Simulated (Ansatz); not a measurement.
# ClH3MgOSi + H2: a complex and its separated parts

Aim: how far the complex at one end of a reaction step lies below its separated, relaxed parts, level by level.

Method: PBE0-D4/def2-TZVP structures, single points in def2-TZVPP, no counterpoise correction; program: Ansatz 0.2.0, Gaussian basis.

Levels: SPW92, PBE-D4, BLYP-D4, r2SCAN-D4, B97M-V, PBE0-D4, B3LYP-D4, r2SCAN0-D4, BHLYP-D4, CAM-B3LYP-D4, wB97X-V, wB97M-V, B2PLYP, PBE-QIDH, RPA on PBE, Hartree-Fock, MP2, CCSD, CCSD(T).

Cores are frozen in the correlated methods. The outer core shell of Li, Na, Mg and K is correlated. B3LYP uses VWN-RPA correlation. B2PLYP carries no dispersion term here.

94 further runs of the same task are left out: 94 set aside as unsound or not needed.

## 1. The system as given

The complex: 9 atoms, charge 0, spin multiplicity 1.

Atoms are counted from 1 here; the program's logs count them from 0.

Bond lengths: Mg1–Cl3 2.180 Å, Mg1–O5 1.788 Å, H2–H4 0.756 Å, O5–Si6 1.613 Å, Si6–H7 1.492 Å, Si6–H8 1.492 Å, Si6–H9 1.492 Å. Angles: Cl3–Mg1–O5 170.0°, Mg1–O5–Si6 174.8°, O5–Si6–H7 111.1°, O5–Si6–H8 111.1°, O5–Si6–H9 111.6°, H7–Si6–H8 107.6°, H7–Si6–H9 107.6°, H8–Si6–H9 107.6°.

Coordinates:

```xyz
9

Mg   -1.05839   -0.59706   -1.14578
H     0.71117   -1.12775   -2.45086
Cl   -2.35467   -1.40492   -2.70121
H     1.05743   -0.82500   -1.85148
O    -0.26088    0.12406    0.28223
Si    0.32635    0.79026    1.62865
H     1.00199    2.08845    1.33659
H     1.32978   -0.10407    2.27728
H    -0.75259    1.05602    2.62448
```

Its parts: ClH3MgOSi holds atoms 1, 3, 5, 6, 7, 8, 9; H2 holds atoms 2, 4. Each part counts its atoms afresh in its own runs.

## 2. Relaxing ClH3MgOSi alone

Input file relax-a/in.yaml:

```yaml
crystal:
  periodic: [false, false, false]
  atoms:
    - {symbol: Mg, position_ang: [-1.058388, -0.597061, -1.145777]}
    - {symbol: Cl, position_ang: [-2.354673, -1.404919, -2.701211]}
    - {symbol: O, position_ang: [-0.260881, 0.124063, 0.282225]}
    - {symbol: Si, position_ang: [0.326354, 0.790264, 1.628655]}
    - {symbol: H, position_ang: [1.001993, 2.088454, 1.336586]}
    - {symbol: H, position_ang: [1.329777, -0.104069, 2.277284]}
    - {symbol: H, position_ang: [-0.752588, 1.056016, 2.624485]}
basis:
  gaussian: {orbitals: def2-TZVP}
hamiltonian: {xc: pbe0, dispersion: d4}
relax: {f_tol: 0.005, max_steps: 200}
```

Run with:

```
$ ansatz run in.yaml --threads 4 --pin off --events-out ev --progress --plain --max-ram 9574MiB
```

The program printed (excerpt; [...] marks lines left out):

```text
Functional definition: PBE0
  name "PBE0"
  cite "Adamo & Barone, J. Chem. Phys. 110, 6158 (1999) doi:10.1063/1.478522"
  cite "Perdew, Burke & Ernzerhof, Phys. Rev. Lett. 77, 3865 (1996) doi:10.1103/PhysRevLett.77.3865"
  parent pbe
[...]
1107 factors; their error is unknown
[...]
mean field -27933.93938333 eV, -1026.5533380333 hartree, gradient 6.1e-5 eV, S^2 0.000000; 0 other end points of the search recorded, 0 dependent functions left out
[...]
reference -27933.93941904 eV, -1026.5533393455 hartree; 27, 27 occupied and 128, 128 virtual orbitals, 1107 factors
[...]
Total energy: -27934.06548116 eV, -1026.5579720430 hartree
Atom 0 at    -1.204282    -0.570172    -1.071949 Å, force    -0.000017    -0.000007    -0.000044 eV/Å
Atom 1 at    -2.181515    -1.442461    -2.803709 Å, force     0.000058     0.000062     0.000097 eV/Å
Atom 2 at    -0.403149     0.144910     0.347733 Å, force     0.000011    -0.000054     0.000022 eV/Å
Atom 3 at     0.323577     0.793160     1.635743 Å, force    -0.000136    -0.000030    -0.000078 eV/Å
Atom 4 at     1.019612     2.063128     1.278193 Å, force     0.000069    -0.000005    -0.000014 eV/Å
Atom 5 at     1.340272    -0.138109     2.205136 Å, force     0.000044     0.000033    -0.000017 eV/Å
Atom 6 at    -0.662920     1.102290     2.711100 Å, force    -0.000029     0.000001     0.000034 eV/Å
Dipole moment:     0.010304     0.009228     0.018240 e Å
```

Wall time 17 s (4 threads of Arm Neoverse V1, shared host).

Along the way:

```
step  energy from step 1 (eV)  largest force component (eV/Å)
   1                   0.0000                          0.1823
   2                  -0.0070                          0.1217
   3                  -0.0155                          0.0405
   4                  -0.0166                          0.1460
   5                  -0.0178                          0.0100
   6                  -0.0180                          0.0031
   7                  -0.0180                          0.0058
   8                  -0.0180                          0.0213
   9                  -0.0180                          0.0001
```

Close pairs (by a distance rule), those that changed most:

```
   bond  before (Å)  after (Å)  change (Å)
Mg1–Cl2       2.180      2.171      -0.009
 Mg1–O3       1.788      1.780      -0.007
 O3–Si4       1.613      1.615      +0.002
 Si4–H6       1.492      1.492      -0.001
 Si4–H5       1.492      1.492      -0.001
 Si4–H7       1.492      1.492      -0.000
```

## 3. Relaxing H2 alone

Input file relax-b/in.yaml:

```yaml
crystal:
  periodic: [false, false, false]
  atoms:
    - {symbol: H, position_ang: [0.711173, -1.127751, -2.450864]}
    - {symbol: H, position_ang: [1.057432, -0.824997, -1.851482]}
basis:
  gaussian: {orbitals: def2-TZVP}
hamiltonian: {xc: pbe0, dispersion: d4}
relax: {f_tol: 0.005, max_steps: 200}
```

Run with:

```
$ ansatz run in.yaml --threads 4 --pin off --events-out ev --progress --plain --max-ram 9574MiB
```

The program printed (excerpt; [...] marks lines left out):

```text
[... 5 set-up lines as earlier in the session ...]
[...]
88 factors; their error is unknown
[...]
mean field -31.78708288 eV, -1.1681537498 hartree, gradient 1.6e-5 eV, S^2 0.000000; 0 other end points of the search recorded, 0 dependent functions left out
[...]
reference -31.78866854 eV, -1.1682120217 hartree; 1, 1 occupied and 11, 11 virtual orbitals, 88 factors
Total energy: -31.79027510 eV, -1.1682710617 hartree
Atom 0 at     0.713315    -1.125878    -2.447156 Å, force     0.000970     0.000848     0.001679 eV/Å
Atom 1 at     1.055290    -0.826870    -1.855190 Å, force    -0.000970    -0.000848    -0.001679 eV/Å
Dipole moment:    -0.000000    -0.000000    -0.000000 e Å
```

It took 0.15 s on 4 threads of Arm Neoverse V1, shared host.

Relaxation path:

```
step  energy from step 1 (eV)  largest force component (eV/Å)
   1                   0.0000                          0.2616
   2                  -0.0016                          0.0017
```

The bond:

```
 bond  before (Å)  after (Å)  change (Å)
H1–H2       0.756      0.746      -0.009
```

## 4. SPW92/def2-TZVPP

Input file parta/in.yaml:

```yaml
crystal:
  periodic: [false, false, false]
  atoms:
    - {symbol: Mg, position_ang: [-1.204282, -0.570172, -1.071949]}
    - {symbol: Cl, position_ang: [-2.181515, -1.442461, -2.803709]}
    - {symbol: O, position_ang: [-0.403149, 0.144910, 0.347733]}
    - {symbol: Si, position_ang: [0.323577, 0.793160, 1.635743]}
    - {symbol: H, position_ang: [1.019612, 2.063128, 1.278193]}
    - {symbol: H, position_ang: [1.340272, -0.138109, 2.205136]}
    - {symbol: H, position_ang: [-0.662920, 1.102290, 2.711100]}
basis:
  gaussian: {orbitals: def2-TZVPP}
hamiltonian: {xc: lda}
```

Input file partb/in.yaml:

```yaml
crystal:
  periodic: [false, false, false]
  atoms:
    - {symbol: H, position_ang: [0.713315, -1.125878, -2.447156]}
    - {symbol: H, position_ang: [1.055290, -0.826870, -1.855190]}
basis:
  gaussian: {orbitals: def2-TZVPP}
hamiltonian: {xc: lda}
```

One command serves all of them, each in its own folder.

Run with:

```
$ ansatz run in.yaml --threads 4 --pin off --events-out ev --progress --plain --max-ram 9574MiB
```

parta printed (excerpt; [...] marks lines left out):

```text
Functional definition: SPW92
  name "SPW92"
  cite "Dirac, Proc. Camb. Phil. Soc. 26, 376 (1930) doi:10.1017/S0305004100016108"
  cite "Slater, Phys. Rev. 81, 385 (1951) doi:10.1103/PhysRev.81.385"
  cite "Perdew & Wang, Phys. Rev. B 45, 13244 (1992) doi:10.1103/PhysRevB.45.13244"
[...]
1198 factors; their error is unknown
[...]
mean field -27833.37501711 eV, -1022.8576657397 hartree, gradient 3.5e-5 eV, S^2 0.000000; 0 other end points of the search recorded, 0 dependent functions left out
reference -27833.37506074 eV, -1022.8576673428 hartree; 27, 27 occupied and 162, 162 virtual orbitals, 1198 factors
Total energy: -27833.37506074 eV, -1022.8576673428 hartree
```

partb printed (excerpt; [...] marks lines left out):

```text
[... 5 set-up lines as earlier in the session ...]
[...]
118 factors; their error is unknown
[...]
mean field -30.93530362 eV, -1.1368514393 hartree, gradient 4.4e-5 eV, S^2 0.000000; 0 other end points of the search recorded, 0 dependent functions left out
reference -30.93532430 eV, -1.1368521992 hartree; 1, 1 occupied and 27, 27 virtual orbitals, 118 factors
Total energy: -30.93532430 eV, -1.1368521992 hartree
```

They took 0.7 s (parta), 0.1 s (partb) on 4 threads of Arm Neoverse V1, shared host.

## 5. PBE-D4/def2-TZVPP

Each input of step 4 (parta, partb) changes in the same lines:

```diff
-hamiltonian: {xc: lda}
+hamiltonian: {xc: pbe, dispersion: d4}
```

The same command starts each run, in its folder.

Run with:

```
$ ansatz run in.yaml --threads 4 --pin off --events-out ev --progress --plain --max-ram 9574MiB
```

parta printed (excerpt; [...] marks lines left out):

```text
Functional definition: PBE
  name "PBE"
[... 2 set-up lines as earlier in the session ...]
[...]
1198 factors; their error is unknown
[...]
mean field -27931.54354868 eV, -1026.4652927337 hartree, gradient 4.6e-5 eV, S^2 0.000000; 0 other end points of the search recorded, 0 dependent functions left out
reference -27931.54359481 eV, -1026.4652944289 hartree; 27, 27 occupied and 162, 162 virtual orbitals, 1198 factors
Total energy: -27931.67035001 eV, -1026.4699525969 hartree
```

Output in partb (excerpt; [...] marks lines left out):

```text
[... 4 set-up lines as earlier in the session ...]
[...]
118 factors; their error is unknown
[...]
mean field -31.73222379 eV, -1.1661377154 hartree, gradient 3.1e-5 eV, S^2 0.000000; 0 other end points of the search recorded, 0 dependent functions left out
reference -31.73224547 eV, -1.1661385120 hartree; 1, 1 occupied and 27, 27 virtual orbitals, 118 factors
Total energy: -31.73426469 eV, -1.1662127173 hartree
```

Wall times: 1.1 s (parta), 0.1 s (partb) on 4 threads of Arm Neoverse V1, shared host.

## 6. BLYP-D4/def2-TZVPP

Each input of step 5 (parta, partb) changes in the same lines:

```diff
-hamiltonian: {xc: pbe, dispersion: d4}
+hamiltonian: {xc: {name: BLYP}, dispersion: d4}
```

One command serves all of them, each in its own folder.

Run with:

```
$ ansatz run in.yaml --threads 4 --pin off --events-out ev --progress --plain --max-ram 9574MiB
```

Output in parta (excerpt; [...] marks lines left out):

```text
Functional definition: BLYP
  name "BLYP"
  cite "Becke, Phys. Rev. A 38, 3098 (1988) doi:10.1103/PhysRevA.38.3098"
  cite "Lee, Yang & Parr, Phys. Rev. B 37, 785 (1988) doi:10.1103/PhysRevB.37.785"
[...]
1198 factors; their error is unknown
[...]
mean field -27946.24071625 eV, -1027.0054036798 hartree, gradient 7.5e-5 eV, S^2 0.000000; 0 other end points of the search recorded, 0 dependent functions left out
reference -27946.24108725 eV, -1027.0054173138 hartree; 27, 27 occupied and 162, 162 virtual orbitals, 1198 factors
Total energy: -27946.51496738 eV, -1027.0154822231 hartree
```

Output in partb (excerpt; [...] marks lines left out):

```text
[... 4 set-up lines as earlier in the session ...]
[...]
118 factors; their error is unknown
[...]
mean field -31.82604680 eV, -1.1695856473 hartree, gradient 8.3e-5 eV, S^2 0.000000; 0 other end points of the search recorded, 0 dependent functions left out
reference -31.82623922 eV, -1.1695927188 hartree; 1, 1 occupied and 27, 27 virtual orbitals, 118 factors
Total energy: -31.83113713 eV, -1.1697727136 hartree
```

They took 1.2 s (parta), 0.1 s (partb) on 4 threads of Arm Neoverse V1, shared host.

## 7. r2SCAN-D4/def2-TZVPP

Each input of step 6 (parta, partb) changes in the same lines:

```diff
-hamiltonian: {xc: {name: BLYP}, dispersion: d4}
+hamiltonian: {xc: r2scan, dispersion: d4}
```

The same command starts each run, in its folder.

Run with:

```
$ ansatz run in.yaml --threads 4 --pin off --events-out ev --progress --plain --max-ram 9574MiB
```

Output in parta (excerpt; [...] marks lines left out):

```text
Functional definition: r2SCAN
  name "r2SCAN"
  cite "Furness, Kaplan, Ning, Perdew & Sun, J. Phys. Chem. Lett. 11, 8208 (2020) doi:10.1021/acs.jpclett.0c02405"
  cite "Furness, Kaplan, Ning, Perdew & Sun, J. Phys. Chem. Lett. 11, 9248 (2020) doi:10.1021/acs.jpclett.0c03077"
  parent r2scan
[...]
1198 factors; their error is unknown
[...]
mean field -27943.41089268 eV, -1026.9014095818 hartree, gradient 3.2e-5 eV, S^2 0.000000; 0 other end points of the search recorded, 0 dependent functions left out
reference -27943.41090747 eV, -1026.9014101255 hartree; 27, 27 occupied and 162, 162 virtual orbitals, 1198 factors
Total energy: -27943.44194718 eV, -1026.9025508138 hartree
```

Log of partb (excerpt; [...] marks lines left out):

```text
[... 5 set-up lines as earlier in the session ...]
[...]
118 factors; their error is unknown
[...]
mean field -31.87204839 eV, -1.1712761746 hartree, gradient 4.1e-5 eV, S^2 0.000000; 0 other end points of the search recorded, 0 dependent functions left out
reference -31.87205501 eV, -1.1712764178 hartree; 1, 1 occupied and 27, 27 virtual orbitals, 118 factors
Total energy: -31.87255639 eV, -1.1712948434 hartree
```

They took 2.7 s (parta), 0.3 s (partb) on 4 threads of Arm Neoverse V1, shared host.

## 8. B97M-V/def2-TZVPP

Each input of step 7 (parta, partb) changes in the same lines:

```diff
-hamiltonian: {xc: r2scan, dispersion: d4}
+hamiltonian: {xc: {name: B97M-V}}
```

The same command starts each run, in its folder.

Run with:

```
$ ansatz run in.yaml --threads 4 --pin off --events-out ev --progress --plain --max-ram 9574MiB
```

Output in parta (excerpt; [...] marks lines left out):

```text
Functional definition: B97M-V
  name "B97M-V"
  cite "Mardirossian & Head-Gordon, J. Chem. Phys. 142, 074111 (2015) doi:10.1063/1.4907719"
  cite "Becke, J. Chem. Phys. 107, 8554 (1997) doi:10.1063/1.475007"
  cite "Vydrov & Van Voorhis, J. Chem. Phys. 133, 244103 (2010) doi:10.1063/1.3521275"
  # Of w^i u^j: cxij and so on, Table III.
[...]
  gx(w, u) = cx00 + cx01*u + cx02*u^2 + (cx10 + cx11*u)*w
[...]
  gos(w, u) = cos00 + cos01*u + cos03*u^3 + cos10*w + cos32*w^3*u^2
[...]
      + integral(e_c_pw_mod_opposite_spin*gos(b97_w_opposite, b97_u_opposite)) + vv10(b, c)
1198 factors; their error is unknown
[...]
mean field -27939.56991666 eV, -1026.7602563165 hartree, gradient 5.5e-5 eV, S^2 0.000000; 0 other end points of the search recorded, 0 dependent functions left out
reference -27939.56998661 eV, -1026.7602588871 hartree; 27, 27 occupied and 162, 162 virtual orbitals, 1198 factors
Total energy: -27939.56998661 eV, -1026.7602588871 hartree
```

Log of partb (excerpt; [...] marks lines left out):

```text
[... 5 set-up lines as earlier in the session ...]
  # Of w^i u^j: cxij and so on, Table III.
[...]
  gx(w, u) = cx00 + cx01*u + cx02*u^2 + (cx10 + cx11*u)*w
  gss(w, u) = css00 + css02*u^2 + css10*w + (css32*w^3 + css42*w^4)*u^2
  gos(w, u) = cos00 + cos01*u + cos03*u^3 + cos10*w + cos32*w^3*u^2
[...]
      + integral(e_c_pw_mod_opposite_spin*gos(b97_w_opposite, b97_u_opposite)) + vv10(b, c)
118 factors; their error is unknown
[...]
mean field -31.90528600 eV, -1.1724976343 hartree, gradient 8.2e-6 eV, S^2 0.000000; 0 other end points of the search recorded, 0 dependent functions left out
reference -31.90531568 eV, -1.1724987251 hartree; 1, 1 occupied and 27, 27 virtual orbitals, 118 factors
Total energy: -31.90531568 eV, -1.1724987251 hartree
```

Wall times: 5.5 s (parta), 0.2 s (partb) on 4 threads of Arm Neoverse V1, shared host.

## 9. PBE0-D4/def2-TZVPP

The same edit goes into each in.yaml of step 8 (parta, partb):

```diff
-hamiltonian: {xc: {name: B97M-V}}
+hamiltonian: {xc: pbe0, dispersion: d4}
+output: {orbitals: {seedname: orbitals}}
```

One command serves all of them, each in its own folder.

Run with:

```
$ ansatz run in.yaml --threads 4 --pin off --events-out ev --progress --plain --max-ram 9574MiB
```

Output in parta (excerpt; [...] marks lines left out):

```text
[... 5 set-up lines as earlier in the session ...]
[...]
1232 factors; their error is unknown
[...]
mean field -27933.97346598 eV, -1026.5545905474 hartree, gradient 3.3e-5 eV, S^2 0.000000; 0 other end points of the search recorded, 0 dependent functions left out
reference -27933.97350120 eV, -1026.5545918417 hartree; 27, 27 occupied and 162, 162 virtual orbitals, 1232 factors
Total energy: -27934.08147752 eV, -1026.5585598983 hartree
```

partb printed (excerpt; [...] marks lines left out):

```text
[... 5 set-up lines as earlier in the session ...]
[...]
118 factors; their error is unknown
[...]
mean field -31.79610722 eV, -1.1684853881 hartree, gradient 5.5e-5 eV, S^2 0.000000; 0 other end points of the search recorded, 0 dependent functions left out
reference -31.79612321 eV, -1.1684859758 hartree; 1, 1 occupied and 27, 27 virtual orbitals, 118 factors
Total energy: -31.79772977 eV, -1.1685450157 hartree
```

They took 1.7 s (parta), 0.1 s (partb) on 4 threads of Arm Neoverse V1, shared host.

## 10. B3LYP-D4/def2-TZVPP

The same edit goes into each in.yaml of step 9 (parta, partb):

```diff
-hamiltonian: {xc: pbe0, dispersion: d4}
-output: {orbitals: {seedname: orbitals}}
+hamiltonian: {xc: {name: B3LYP}, dispersion: d4}
```

The same command starts each run, in its folder.

Run with:

```
$ ansatz run in.yaml --threads 4 --pin off --events-out ev --progress --plain --max-ram 9574MiB
```

Log of parta (excerpt; [...] marks lines left out):

```text
Functional definition: B3LYP
  name "B3LYP"
  cite "Stephens, Devlin, Chabalowski & Frisch, J. Phys. Chem. 98, 11623 (1994) doi:10.1021/j100096a001"
[... 2 set-up lines as earlier in the session ...]
  cite "Vosko, Wilk & Nusair, Can. J. Phys. 58, 1200 (1980) doi:10.1139/p80-159"
[...]
1220 factors; their error is unknown
[...]
mean field -27948.35534960 eV, -1027.0831150221 hartree, gradient 4.8e-5 eV, S^2 0.000000; 0 other end points of the search recorded, 0 dependent functions left out
reference -27948.35562879 eV, -1027.0831252822 hartree; 27, 27 occupied and 162, 162 virtual orbitals, 1220 factors
Total energy: -27948.56127317 eV, -1027.0906825739 hartree
```

partb printed (excerpt; [...] marks lines left out):

```text
[... 6 set-up lines as earlier in the session ...]
[...]
118 factors; their error is unknown
[...]
mean field -32.10922634 eV, -1.1799923037 hartree, gradient 4.6e-5 eV, S^2 0.000000; 0 other end points of the search recorded, 0 dependent functions left out
reference -32.10936845 eV, -1.1799975259 hartree; 1, 1 occupied and 27, 27 virtual orbitals, 118 factors
Total energy: -32.11251954 eV, -1.1801133265 hartree
```

Wall times: 1.6 s (parta), 0.1 s (partb) on 4 threads of Arm Neoverse V1, shared host.

## 11. r2SCAN0-D4/def2-TZVPP

Each input of step 10 (parta, partb) changes in the same lines:

```diff
-hamiltonian: {xc: {name: B3LYP}, dispersion: d4}
+hamiltonian: {xc: {name: r2SCAN0}, dispersion: d4}
```

One command serves all of them, each in its own folder.

Run with:

```
$ ansatz run in.yaml --threads 4 --pin off --events-out ev --progress --plain --max-ram 9574MiB
```

Log of parta (excerpt; [...] marks lines left out):

```text
Functional definition: r2SCAN0
  name "r2SCAN0"
  cite "Bursch, Neugebauer, Ehlert & Grimme, J. Chem. Phys. 156, 134105 (2022) doi:10.1063/5.0086040"
[... 3 set-up lines as earlier in the session ...]
[...]
1232 factors; their error is unknown
[...]
mean field -27942.78928887 eV, -1026.8785660631 hartree, gradient 4.5e-5 eV, S^2 0.000000; 0 other end points of the search recorded, 0 dependent functions left out
reference -27942.78930088 eV, -1026.8785665044 hartree; 27, 27 occupied and 162, 162 virtual orbitals, 1232 factors
Total energy: -27942.82664003 eV, -1026.8799386930 hartree
```

Output in partb (excerpt; [...] marks lines left out):

```text
[... 6 set-up lines as earlier in the session ...]
[...]
118 factors; their error is unknown
[...]
mean field -31.85186590 eV, -1.1705344819 hartree, gradient 1.4e-5 eV, S^2 0.000000; 0 other end points of the search recorded, 0 dependent functions left out
reference -31.85187103 eV, -1.1705346702 hartree; 1, 1 occupied and 27, 27 virtual orbitals, 118 factors
Total energy: -31.85241240 eV, -1.1705545654 hartree
```

Times: 3 s (parta), 0.35 s (partb) on 4 threads of Arm Neoverse V1, shared host.

## 12. BHLYP-D4/def2-TZVPP

Each input of step 11 (parta, partb) changes in the same lines:

```diff
-hamiltonian: {xc: {name: r2SCAN0}, dispersion: d4}
+hamiltonian: {xc: {name: BHLYP}, dispersion: d4}
```

The same command starts each run, in its folder.

Run with:

```
$ ansatz run in.yaml --threads 4 --pin off --events-out ev --progress --plain --max-ram 9574MiB
```

Output in parta (excerpt; [...] marks lines left out):

```text
Functional definition: BHLYP
  name "BHLYP"
  cite "Becke, J. Chem. Phys. 98, 1372 (1993) doi:10.1063/1.464304"
[... 2 set-up lines as earlier in the session ...]
[...]
1331 factors; their error is unknown
[...]
mean field -27945.89231838 eV, -1026.9926002944 hartree, gradient 4.8e-5 eV, S^2 0.000000; 0 other end points of the search recorded, 0 dependent functions left out
reference -27945.89250851 eV, -1026.9926072813 hartree; 27, 27 occupied and 162, 162 virtual orbitals, 1331 factors
Total energy: -27946.06385773 eV, -1026.9989042492 hartree
```

Output in partb (excerpt; [...] marks lines left out):

```text
[... 5 set-up lines as earlier in the session ...]
[...]
118 factors; their error is unknown
[...]
mean field -31.83805039 eV, -1.1700267710 hartree, gradient 5.6e-5 eV, S^2 0.000000; 0 other end points of the search recorded, 0 dependent functions left out
reference -31.83814595 eV, -1.1700302829 hartree; 1, 1 occupied and 27, 27 virtual orbitals, 118 factors
Total energy: -31.83988954 eV, -1.1700943589 hartree
```

Times: 1.5 s (parta), 0.1 s (partb) on 4 threads of Arm Neoverse V1, shared host.

[end of part 1 of 2]
